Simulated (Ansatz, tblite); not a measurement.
# The cluster Al13As14H34+: charged states by level of theory

Aim: the energy of removing and adding an electron for the cluster Al13As14H34+, by energy differences, and how well orbital energies stand in for it.

Computed with Ansatz 0.2.0, Gaussian basis. Level: as each input shows.

Plan: charge +2 doublet, at the geometry of the singlet (PBE0-D4/def2-TZVP, PBE-D4/def2-TZVP, LDA/def2-TZVP); charge 0 doublet, at the geometry of the singlet (PBE0-D4/def2-TZVP, PBE-D4/def2-TZVP, LDA/def2-TZVP); the starting singlet's energies come from earlier runs.

1 further run of the same task is left out (set aside as unsound or not needed). Runs told in other sessions of the task aren't counted.

### Step 1. The geometry

The geometry is that of the singlet, from an earlier relaxation (PBE-D4/def2-SVP).

61 atoms, charge 1, spin multiplicity 1.

Atoms are counted from 1 here; the program's logs count them from 0.

Bond lengths: Al1–As14 2.543 Å, Al1–As16 2.538 Å, Al1–H28 1.618 Å, Al1–H29 1.591 Å, Al2–As15 2.550 Å, Al2–As17 2.519 Å, Al2–H30 1.594 Å, Al2–H31 1.617 Å, Al3–As14 2.467 Å, Al3–As19 2.525 Å, Al3–As20 2.529 Å, Al3–H32 1.588 Å, Al4–As18 2.491 Å, Al4–As19 2.507 Å, Al4–As21 2.484 Å, Al4–H33 1.591 Å, Al5–As15 2.482 Å, Al5–As22 2.524 Å and more. Angles: As14–Al1–As16 103.7°, As14–Al1–H28 97.6°, As14–Al1–H29 113.7°, As16–Al1–H28 102.5°, As16–Al1–H29 111.6°, H28–Al1–H29 125.0°, As15–Al2–As17 99.4°, As15–Al2–H30 109.0°, As15–Al2–H31 103.5°, As17–Al2–H30 113.4°, As17–Al2–H31 105.1°, H30–Al2–H31 123.4°, As14–Al3–As19 108.3°, As14–Al3–As20 99.0°, As14–Al3–H32 122.0°, As19–Al3–As20 96.9°, As19–Al3–H32 110.8°, As20–Al3–H32 116.5° and more.

The ion is computed in the gas phase, without counter-ions or solvent.

### Step 2. Charge +2 doublet at the fixed geometry, PBE0-D4/def2-TZVP

File in.yaml:

```yaml
crystal:
  periodic: [false, false, false]
  atoms:
    - {symbol: Al, position_ang: [-4.117569, -1.373280, 2.589896]}
    - {symbol: Al, position_ang: [-4.154448, 1.937008, -0.485787]}
    - {symbol: Al, position_ang: [-1.761414, -4.035587, 1.891605]}
    - {symbol: Al, position_ang: [1.476198, -4.061875, -1.157232]}
    - {symbol: Al, position_ang: [-1.535301, 1.983211, -3.881039]}
    - {symbol: Al, position_ang: [1.527691, -1.251069, -3.947019]}
    - {symbol: Al, position_ang: [-1.497238, -1.006694, -1.002934]}
    - {symbol: Al, position_ang: [-1.050648, 2.013924, 1.903538]}
    - {symbol: Al, position_ang: [1.434514, -1.115934, 1.731484]}
    - {symbol: Al, position_ang: [1.450751, 1.670091, -1.100382]}
    - {symbol: Al, position_ang: [-0.934594, 5.050983, -0.967135]}
    - {symbol: Al, position_ang: [4.466714, -0.886011, -0.684644]}
    - {symbol: Al, position_ang: [3.898653, 2.586259, 2.682802]}
    - {symbol: As, position_ang: [-2.901690, -2.301332, 0.557933]}
    - {symbol: As, position_ang: [-2.822675, 0.643857, -2.234839]}
    - {symbol: As, position_ang: [-2.819031, 0.732870, 3.155373]}
    - {symbol: As, position_ang: [-2.335230, 3.448530, 0.381705]}
    - {symbol: As, position_ang: [0.011077, -2.445594, -2.358793]}
    - {symbol: As, position_ang: [-0.110733, -5.225301, 0.396679]}
    - {symbol: As, position_ang: [-0.085264, -2.570795, 3.091498]}
    - {symbol: As, position_ang: [2.807895, -2.545141, 0.290149]}
    - {symbol: As, position_ang: [-0.025754, 0.354641, -5.081339]}
    - {symbol: As, position_ang: [0.048451, 3.201822, -2.415989]}
    - {symbol: As, position_ang: [2.874103, 0.118862, -2.372040]}
    - {symbol: As, position_ang: [0.010249, 0.331943, 0.390545]}
    - {symbol: As, position_ang: [2.846486, 0.302784, 3.200973]}
    - {symbol: As, position_ang: [2.881285, 3.058591, 0.402324]}
    - {symbol: H, position_ang: [-3.557615, -2.432437, 3.677464]}
    - {symbol: H, position_ang: [-5.656062, -1.061145, 2.328401]}
    - {symbol: H, position_ang: [-5.338166, 2.721167, -1.209585]}
    - {symbol: H, position_ang: [-4.392396, 0.849785, 0.686797]}
    - {symbol: H, position_ang: [-2.564204, -5.073991, 2.785165]}
    - {symbol: H, position_ang: [2.304866, -5.056382, -2.082299]}
    - {symbol: H, position_ang: [-2.394250, 2.827657, -4.920278]}
    - {symbol: H, position_ang: [2.321495, -2.209169, -4.939713]}
    - {symbol: H, position_ang: [0.108584, 2.555603, 2.873444]}
    - {symbol: H, position_ang: [-1.851878, 5.984383, -1.879892]}
    - {symbol: H, position_ang: [0.278029, 5.561557, -0.044374]}
    - {symbol: H, position_ang: [5.711769, -1.617915, -1.355298]}
    - {symbol: H, position_ang: [4.562245, 0.235396, 0.475462]}
    - {symbol: H, position_ang: [5.448962, 2.290177, 2.465701]}
    - {symbol: H, position_ang: [3.205747, 3.582355, 3.717297]}
    - {symbol: H, position_ang: [-3.904856, -3.087638, -0.279432]}
    - {symbol: H, position_ang: [-3.818685, -0.176938, -3.050018]}
    - {symbol: H, position_ang: [-3.864141, 1.786419, 3.495350]}
    - {symbol: H, position_ang: [-2.281225, 0.546561, 4.574884]}
    - {symbol: H, position_ang: [-3.084055, 4.327205, 1.384436]}
    - {symbol: H, position_ang: [-0.871335, -3.319641, -3.247585]}
    - {symbol: H, position_ang: [-0.921537, -6.207242, -0.440598]}
    - {symbol: H, position_ang: [0.663536, -6.253687, 1.214259]}
    - {symbol: H, position_ang: [0.764965, -3.404878, 4.041214]}
    - {symbol: H, position_ang: [-0.812200, -1.729399, 4.130903]}
    - {symbol: H, position_ang: [3.576306, -3.444089, 1.256306]}
    - {symbol: H, position_ang: [-0.842423, -0.465096, -6.074885]}
    - {symbol: H, position_ang: [0.793141, 1.140498, -6.099496]}
    - {symbol: H, position_ang: [1.066748, 3.814044, -3.377182]}
    - {symbol: H, position_ang: [3.707736, 1.035480, -3.264706]}
    - {symbol: H, position_ang: [2.041328, 0.406521, 4.491880]}
    - {symbol: H, position_ang: [3.919155, -0.651141, 3.713660]}
    - {symbol: H, position_ang: [2.093342, 4.364708, 0.481096]}
    - {symbol: H, position_ang: [4.004594, 3.544484, -0.505720]}
basis:
  gaussian: {orbitals: def2-TZVP, fitting: {mean_field: def2-universal-jkfit}}
total_charge: 2
magnetization: {spin_polarized: true, initial_magnetization: 1}
hamiltonian: {xc: pbe0, dispersion: d4}
scf: {omitted_lower_state_checks: [starts]}
output: {orbitals: {seedname: orbitals}}
```

On the command line:

```sh
> ansatz run in.yaml --threads 11 --pin off --events-out ev --progress --plain --max-ram 174080MiB --backend cuda --devices 0, --max-vram 75GiB
```

The program printed:

```text
Functional definition: PBE0
  name "PBE0"
  cite "Adamo & Barone, J. Chem. Phys. 110, 6158 (1999) doi:10.1063/1.478522"
  cite "Perdew, Burke & Ernzerhof, Phys. Rev. Lett. 77, 3865 (1996) doi:10.1103/PhysRevLett.77.3865"
  parent pbe
  parameter a = 0.25
  parameter kappa = 0.804
  parameter beta = 0.06672455060314922
  exchange = (1 - a)*pbe_x(kappa = kappa, mu = beta*pi^2/3) + a*exact_x
  correlation = pbe_c(beta = beta)
these checks for a lower state are left out or cut short: starts
6000 factors; integrals over basis functions are off by at most 6.7e-1 eV
mean field evaluation 1: about -937950.6868 eV, gradient 3.5e1 eV
mean field evaluation 2: about -937936.2835 eV, gradient 5.6e1 eV
mean field evaluation 4: about -937957.8286 eV, gradient 4.9e0 eV
mean field evaluation 8: about -937958.0711 eV, gradient 7.5e-1 eV
mean field evaluation 16: about -937958.1110 eV, gradient 1.4e-1 eV
mean field evaluation 32: about -937958.1122 eV, gradient 6.7e-4 eV
mean field -937958.11222188 eV, -34469.3248533110 hartree, gradient 7.9e-6 eV, S^2 0.754719; 0 other end points of the search recorded, 0 dependent functions left out
reference -937958.11232213 eV, -34469.3248569950 hartree; 332, 331 occupied and 1025, 1026 virtual orbitals, 6000 factors
Total energy: -937962.63995503 eV, -34469.4912444354 hartree
Checks for a lower state left out: starts
```

Run time: 58 s. Hardware: 1 × H100 with 11 threads of AMD EPYC 7R13, shared host; peak host memory 2.6 GiB.

Report: HOMO -12.15 eV, LUMO -11.39 eV (over both spins); ⟨S²⟩ 0.755 (pure: 0.75).

### Step 3. Charge +2 doublet at the fixed geometry, PBE-D4/def2-TZVP

start.molden holds the orbitals of an earlier run on this state, given as this run's starting guess.

Edit in.yaml of step 2 so:

```diff
@@ -65,6 +65,6 @@
 basis:
-  gaussian: {orbitals: def2-TZVP, fitting: {mean_field: def2-universal-jkfit}}
+  gaussian: {orbitals: def2-TZVP, fitting: {mean_field: def2-universal-jkfit}, initial_orbitals: start.molden}
 total_charge: 2
 magnetization: {spin_polarized: true, initial_magnetization: 1}
-hamiltonian: {xc: pbe0, dispersion: d4}
+hamiltonian: {xc: pbe, dispersion: d4}
 scf: {omitted_lower_state_checks: [starts]}
```

Launched as before.

The program printed:

```text
Functional definition: PBE
  name "PBE"
  cite "Perdew, Burke & Ernzerhof, Phys. Rev. Lett. 77, 3865 (1996) doi:10.1103/PhysRevLett.77.3865"
  parent pbe
  parameter kappa = 0.804
  parameter beta = 0.06672455060314922
  exchange = pbe_x(kappa = kappa, mu = beta*pi^2/3)
  correlation = pbe_c(beta = beta)
these checks for a lower state are left out or cut short: starts
6000 factors; integrals over basis functions are off by at most 6.7e-1 eV
mean field evaluation 1: about -937922.6933 eV, gradient 2.6e1 eV
mean field evaluation 2: about -937923.6967 eV, gradient 1.2e0 eV
mean field evaluation 4: about -937923.7266 eV, gradient 1.7e-1 eV
mean field evaluation 8: about -937923.7289 eV, gradient 2.6e-4 eV
mean field evaluation 16: about -937923.7289 eV, gradient 2.3e-5 eV
mean field -937923.72891112 eV, -34468.0612899465 hartree, gradient 1.6e-6 eV, S^2 0.751204; 0 other end points of the search recorded, 0 dependent functions left out
reference -937923.72904731 eV, -34468.0612949514 hartree; 332, 331 occupied and 1025, 1026 virtual orbitals, 6000 factors
Total energy: -937928.63851935 eV, -34468.2417147210 hartree
Checks for a lower state left out: starts
```

Wall time 24 s (1 × H100 with 11 threads of AMD EPYC 7R13, shared host); peak host memory 2.4 GiB.

From the report: HOMO -11.25 eV, LUMO -11.21 eV (over both spins); ⟨S²⟩ 0.751 (pure: 0.75).

### Step 4. Charge +2 doublet at the fixed geometry, LDA/def2-TZVP

Edit in.yaml of step 3 so:

```diff
@@ -68,3 +68,3 @@
 magnetization: {spin_polarized: true, initial_magnetization: 1}
-hamiltonian: {xc: pbe, dispersion: d4}
+hamiltonian: {xc: lda}
 scf: {omitted_lower_state_checks: [starts]}
```

The command is unchanged.

The program printed:

```text
Functional definition: SPW92
  name "SPW92"
  cite "Dirac, Proc. Camb. Phil. Soc. 26, 376 (1930) doi:10.1017/S0305004100016108"
  cite "Slater, Phys. Rev. 81, 385 (1951) doi:10.1103/PhysRev.81.385"
  cite "Perdew & Wang, Phys. Rev. B 45, 13244 (1992) doi:10.1103/PhysRevB.45.13244"
  exchange = slater_x
  correlation = pw_c
these checks for a lower state are left out or cut short: starts
6000 factors; integrals over basis functions are off by at most 6.7e-1 eV
mean field evaluation 1: about -936471.2088 eV, gradient 6.5e1 eV
mean field evaluation 2: about -936474.2488 eV, gradient 3.9e0 eV
mean field evaluation 4: about -936474.4486 eV, gradient 3.7e-1 eV
mean field evaluation 8: about -936474.4577 eV, gradient 8.1e-4 eV
mean field evaluation 16: about -936474.4577 eV, gradient 3.9e-5 eV
mean field -936474.45771162 eV, -34414.8015557162 hartree, gradient 2.6e-6 eV, S^2 0.750820; 0 other end points of the search recorded, 0 dependent functions left out
reference -936474.45783887 eV, -34414.8015603926 hartree; 332, 331 occupied and 1025, 1026 virtual orbitals, 6000 factors
Total energy: -936474.45783887 eV, -34414.8015603926 hartree
Checks for a lower state left out: starts
```

Wall time 22 s (1 × H100 with 11 threads of AMD EPYC 7R13, shared host); peak host memory 2.4 GiB.

Report: HOMO -11.30 eV, LUMO -11.26 eV (over both spins); ⟨S²⟩ 0.751 (pure: 0.75).

### Step 5. Vertical ionisation energy

Charged state less starting state, singlet to doublet; the starting state's energies are those of its earlier runs.

| level | vertical ionisation energy (eV) | time |
| --- | --- | --- |
| LDA/def2-TZVP | +9.94 | 31 s |
| PBE-D4/def2-TZVP | +9.95 | 40 s |
| PBE0-D4/def2-TZVP | +10.52 | 77 s |

Times add the two runs; a level without a time comes out of a correlated run.

Beside −ε(HOMO) of the starting state:

| level | −ε(HOMO) (eV) | by difference (eV) | mismatch (eV) |
| --- | --- | --- | --- |
| LDA/def2-TZVP | 8.55 | 9.94 | -1.39 |
| PBE-D4/def2-TZVP | 8.49 | 9.95 | -1.46 |
| PBE0-D4/def2-TZVP | 9.50 | 10.52 | -1.02 |

### Step 6. Charge 0 doublet at the fixed geometry, PBE0-D4/def2-TZVP

Edit in.yaml of step 4 so:

```diff
@@ -65,6 +65,5 @@
 basis:
-  gaussian: {orbitals: def2-TZVP, fitting: {mean_field: def2-universal-jkfit}, initial_orbitals: start.molden}
-total_charge: 2
+  gaussian: {orbitals: def2-TZVP, fitting: {mean_field: def2-universal-jkfit}}
 magnetization: {spin_polarized: true, initial_magnetization: 1}
-hamiltonian: {xc: lda}
+hamiltonian: {xc: pbe0, dispersion: d4}
 scf: {omitted_lower_state_checks: [starts]}
```

Same command.

The program printed, cut to the lines that bear on the results:

```text
Functional definition: PBE0
  name "PBE0"
  cite "Adamo & Barone, J. Chem. Phys. 110, 6158 (1999) doi:10.1063/1.478522"
  cite "Perdew, Burke & Ernzerhof, Phys. Rev. Lett. 77, 3865 (1996) doi:10.1103/PhysRevLett.77.3865"
  parent pbe
[...]
6000 factors; integrals over basis functions are off by at most 6.7e-1 eV
[...]
mean field -937972.05780602 eV, -34469.8373440755 hartree, gradient 6.5e-6 eV, S^2 0.752861; 0 other end points of the search recorded, 0 dependent functions left out
reference -937972.05791418 eV, -34469.8373480503 hartree; 333, 332 occupied and 1024, 1025 virtual orbitals, 6000 factors
Total energy: -937976.71316579 eV, -34470.0084253916 hartree
Checks for a lower state left out: starts
```

Run time: 62 s. Hardware: 1 × H100 with 11 threads of AMD EPYC 7R13, shared host; peak host memory 2.5 GiB.

From the report: HOMO -2.65 eV, LUMO -1.68 eV (over both spins); ⟨S²⟩ 0.753 (pure: 0.75).

### Step 7. Charge 0 doublet at the fixed geometry, PBE-D4/def2-TZVP

Edit in.yaml of step 6 so:

```diff
@@ -65,5 +65,5 @@
 basis:
-  gaussian: {orbitals: def2-TZVP, fitting: {mean_field: def2-universal-jkfit}}
+  gaussian: {orbitals: def2-TZVP, fitting: {mean_field: def2-universal-jkfit}, initial_orbitals: start.molden}
 magnetization: {spin_polarized: true, initial_magnetization: 1}
-hamiltonian: {xc: pbe0, dispersion: d4}
+hamiltonian: {xc: pbe, dispersion: d4}
 scf: {omitted_lower_state_checks: [starts]}
```

Same command.

The program printed:

```text
Functional definition: PBE
  name "PBE"
  cite "Perdew, Burke & Ernzerhof, Phys. Rev. Lett. 77, 3865 (1996) doi:10.1103/PhysRevLett.77.3865"
  parent pbe
  parameter kappa = 0.804
  parameter beta = 0.06672455060314922
  exchange = pbe_x(kappa = kappa, mu = beta*pi^2/3)
  correlation = pbe_c(beta = beta)
these checks for a lower state are left out or cut short: starts
6000 factors; integrals over basis functions are off by at most 6.7e-1 eV
mean field evaluation 1: about -937936.3205 eV, gradient 2.6e1 eV
mean field evaluation 2: about -937937.3299 eV, gradient 1.2e0 eV
mean field evaluation 4: about -937937.3465 eV, gradient 1.2e-1 eV
mean field evaluation 8: about -937937.3477 eV, gradient 6.1e-3 eV
mean field evaluation 16: about -937937.3477 eV, gradient 2.6e-5 eV
mean field -937937.34768948 eV, -34468.5617708202 hartree, gradient 4.3e-6 eV, S^2 0.751540; 0 other end points of the search recorded, 0 dependent functions left out
reference -937937.34783559 eV, -34468.5617761895 hartree; 333, 332 occupied and 1024, 1025 virtual orbitals, 6000 factors
Total energy: -937942.39736531 eV, -34468.7473429839 hartree
Checks for a lower state left out: starts
```

Wall time 24 s (1 × H100 with 11 threads of AMD EPYC 7R13, shared host); peak host memory 2.5 GiB.

HOMO -2.47 eV, LUMO -2.34 eV (over both spins); ⟨S²⟩ 0.752 (pure: 0.75).

### Step 8. Charge 0 doublet at the fixed geometry, LDA/def2-TZVP

Edit in.yaml of step 7 so:

```diff
@@ -67,3 +67,3 @@
 magnetization: {spin_polarized: true, initial_magnetization: 1}
-hamiltonian: {xc: pbe, dispersion: d4}
+hamiltonian: {xc: lda}
 scf: {omitted_lower_state_checks: [starts]}
```

The command is unchanged.

The program printed:

```text
Functional definition: SPW92
  name "SPW92"
  cite "Dirac, Proc. Camb. Phil. Soc. 26, 376 (1930) doi:10.1017/S0305004100016108"
  cite "Slater, Phys. Rev. 81, 385 (1951) doi:10.1103/PhysRev.81.385"
  cite "Perdew & Wang, Phys. Rev. B 45, 13244 (1992) doi:10.1103/PhysRevB.45.13244"
  exchange = slater_x
  correlation = pw_c
these checks for a lower state are left out or cut short: starts
6000 factors; integrals over basis functions are off by at most 6.7e-1 eV
mean field evaluation 1: about -936484.9866 eV, gradient 6.5e1 eV
mean field evaluation 2: about -936488.0507 eV, gradient 3.9e0 eV
mean field evaluation 4: about -936488.2434 eV, gradient 2.1e-1 eV
mean field evaluation 8: about -936488.2477 eV, gradient 6.2e-4 eV
mean field evaluation 16: about -936488.2477 eV, gradient 9.6e-6 eV
mean field -936488.24773392 eV, -34415.3083296883 hartree, gradient 2.2e-6 eV, S^2 0.750476; 0 other end points of the search recorded, 0 dependent functions left out
reference -936488.24787040 eV, -34415.3083347040 hartree; 333, 332 occupied and 1024, 1025 virtual orbitals, 6000 factors
Total energy: -936488.24787040 eV, -34415.3083347040 hartree
Checks for a lower state left out: starts
```

It took 22 s on 1 × H100 with 11 threads of AMD EPYC 7R13, shared host; peak host memory 2.4 GiB.

Report: HOMO -2.58 eV, LUMO -2.51 eV (over both spins); ⟨S²⟩ 0.750 (pure: 0.75).

### Step 9. Vertical electron affinity

Starting state less charged state (positive: the electron is bound), singlet to doublet; the starting state's energies are those of its earlier runs.

| level | vertical electron affinity (eV) | time |
| --- | --- | --- |
| LDA/def2-TZVP | +3.85 | 31 s |
| PBE-D4/def2-TZVP | +3.80 | 40 s |
| PBE0-D4/def2-TZVP | +3.56 | 81 s |

Times add the two runs; a level without a time comes out of a correlated run.

Beside −ε(LUMO) of the starting state:

| level | −ε(LUMO) (eV) | by difference (eV) | mismatch (eV) |
| --- | --- | --- | --- |
| LDA/def2-TZVP | 5.14 | 3.85 | +1.29 |
| PBE-D4/def2-TZVP | 5.00 | 3.80 | +1.20 |
| PBE0-D4/def2-TZVP | 4.33 | 3.56 | +0.78 |

### Step 10. Summary of results

| quantity | value |
| --- | --- |
| vertical ionisation energy, functionals in def2-TZVP | 9.94 (LDA) to 10.52 eV (PBE0-D4) |
| vertical electron affinity, functionals in def2-TZVP | 3.56 (PBE0-D4) to 3.85 eV (LDA) |

**Reading.** The vertical ionisation energy spans 9.94 to 10.52 eV over the functionals. −ε(HOMO) misses the level's own difference by -1.02 eV at best (PBE0-D4) and -1.46 eV at worst (PBE-D4). The vertical electron affinity spans 3.56 to 3.85 eV over the functionals. −ε(LUMO) misses the level's own difference by +0.78 eV at best (PBE0-D4) and +1.29 eV at worst (LDA).
